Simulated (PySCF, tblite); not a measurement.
**C7H11FP+: geometry, infrared bands and NMR shifts**

Wanted: the infrared bands and NMR shifts of C7H11FP+ (`C=CC[P@H+]1C=C(F)CC1`), by calculation.

The runs use tblite 0.8.0 and PySCF 2.14.0, with density-fitted response routines of our own; the level of theory stands in each step. All values are computed, except where a source is named. Atoms are numbered from 0 throughout.

## (1) The molecule as given

20 atoms, charge 1, multiplicity 1; geometry from: force field or distance geometry start.

Bonds of the start (Å): C0–C1 1.35, C1–C2 1.48, C2–P3 1.79, P3–C4 1.75, C4–C5 1.35, C5–F6 1.34, C5–C7 1.49, C7–C8 1.54, C8–P3 1.82, C0–H9 1.07, C0–H10 1.08, C1–H11 1.09, C2–H12 1.09, C2–H13 1.09, P3–H14 1.42, C4–H15 1.09, C7–H16 1.10, C7–H17 1.09, C8–H18 1.10, C8–H19 1.09.

## (2) Relaxing the molecule with GFN2-xTB

What the job is given:

```
{"job": {"kind": "relax", "xc": "GFN2-xTB", "basis": "xTB"}, "charge": 1, "multiplicity": 1}
C      3.478800     0.164400     0.139000
C      2.249100    -0.185900    -0.300000
C      1.062100     0.697100    -0.237000
P     -0.146100    -0.032400     0.861000
C     -1.512500     1.059800     0.813500
C     -2.434600     0.670900    -0.090100
F     -3.552800     1.387800    -0.289400
C     -2.142200    -0.578700    -0.852400
C     -1.007800    -1.304600    -0.115200
H      4.304100    -0.520900     0.075900
H      3.658000     1.145300     0.565500
H      2.115500    -1.185000    -0.715600
H      0.636400     0.819300    -1.237900
H      1.321200     1.696900     0.126200
H      0.242600    -0.372100     2.183400
H     -1.629900     1.955400     1.419000
H     -3.032400    -1.219700    -0.918100
H     -1.839300    -0.326100    -1.873400
H     -1.433200    -2.031000     0.588200
H     -0.342100    -1.829900    -0.796600
```

Started as:

```bash
> OMP_NUM_THREADS=1 python probes_run.py task.json out
```

One launch serves the whole session: the jobs run in the order shown.

After this run come: Infrared spectrum with GFN2-xTB; Chemical shifts: PBE0/pcSseg-1.

**Question.** After this job, these run on its result: GFN2-xTB harmonic vibrations, gas phase; GIAO PBE0/pcSseg-1 NMR shielding, non-relativistic, gas phase. Predict these results of the whole session: strongest single infrared mode (GFN2-xTB); zero-point energy (GFN2-xTB); 13C shifts against TMS (PBE0/pcSseg-1); 1H shifts against TMS (PBE0/pcSseg-1); 31P shifts against H3PO4 (PBE0/pcSseg-1); 19F shifts against CFCl3 (PBE0/pcSseg-1).

The runs gave:

```
                                 quantity                                                                 value
strongest single infrared mode (GFN2-xTB)                                                 1627 cm⁻¹, 371 km/mol
             zero-point energy (GFN2-xTB)                                                         98.6 kcal/mol
   13C shifts against TMS (PBE0/pcSseg-1)                       195.8, 142.7, 123.1, 89.1, 35.7, 33.7, 15.9 ppm
    1H shifts against TMS (PBE0/pcSseg-1)  6.49, 6.45, 6.44, 5.81, 5.53, 3.67, 3.43, 3.42, 3.33, 3.01, 2.78 ppm
 31P shifts against H3PO4 (PBE0/pcSseg-1)                                                              10.2 ppm
 19F shifts against CFCl3 (PBE0/pcSseg-1)                                                             -38.8 ppm
```

**Reading.** Relaxing lowered the energy by 0.372 eV in 130 steps; the bonded pair that moved most is P3–H14, from 1.420 to 1.384 Å. All 54 modes are real, so the xTB geometry is a minimum. The strongest single mode, at 1627 cm⁻¹, moves mainly C5 and C4. GFN2-xTB is a fitted tight-binding method: band positions and strengths are rough. Its intensities can rank the bands wrongly. At PBE0/pcSseg-1: The widest tensor belongs to F6: span 362 ppm, with a paramagnetic part of -259 ppm.
